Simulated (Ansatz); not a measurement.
NaLa in Ansatz: convergence with k mesh

Input of the first run (k mesh 3 × 3 × 2); the others differ in this setting and in those tied to it:

File input.yaml:

```yaml
crystal:
  lattice:
    - [3.6062507687, 0.0, 0.0]
    - [-1.8031253843, 3.1231047781, 0.0]
    - [0.0, 0.0, 6.483782]
  atoms:
    - { symbol: La, position: [0.3333333333, 0.6666666667, 0.5] }
    - { symbol: Na, position: [0.0, 0.0, 0.0] }
hamiltonian:
  xc: pbe
  pseudopotentials: { kind: paw }
kpoints:
  mp_grid: { grid: [3, 3, 2] }
scf:
  occupations: { method: fermi_dirac, width: 0.05 }
output:
  forces: true
  stress: true
  eigenvalues: true
```

Potentials or basis: Ansatz PAW.

Run with:

```sh
$ ansatz run input.yaml --threads 2 --pin off --max-ram 5632MiB --backend cpu --events-out ev --progress --plain --runs-dir out
```

The cell comes from a database or a generator and needn't be the stable form of this composition.

Hardware: 2 threads of Arm Neoverse V1, with other jobs on the host.

```csv
k mesh,"energy less the tightest run, at zero smearing (meV/atom)",pressure (GPa),SCF cycles,CPU time (s),peak memory (GiB)
3 × 3 × 2,-137.18,-2.29,7,1.1,0.3
4 × 4 × 2,57.90,-0.49,7,1.2,0.3
5 × 5 × 3,40.20,0.16,6,1.5,0.3
6 × 6 × 3,0.99,0.27,8,2,0.31
8 × 8 × 4,-2.10,-0.32,7,3.4,0.34
10 × 10 × 5,0.89,-0.02,7,6.7,0.37
12 × 12 × 6,-4.64,-0.23,7,7.8,0.39
14 × 14 × 7,0.00,-0.12,7,14,0.42
```

Not settled before the last step: the energy (to 1 meV/atom), the pressure (to 0.1 GPa). Meshes of other sizes hit other points, so gaps and Fermi surfaces needn't settle smoothly. The tightest run that finished is the yardstick and may itself not be fully converged.

The run has no spin-orbit coupling, so splittings on La are missing.
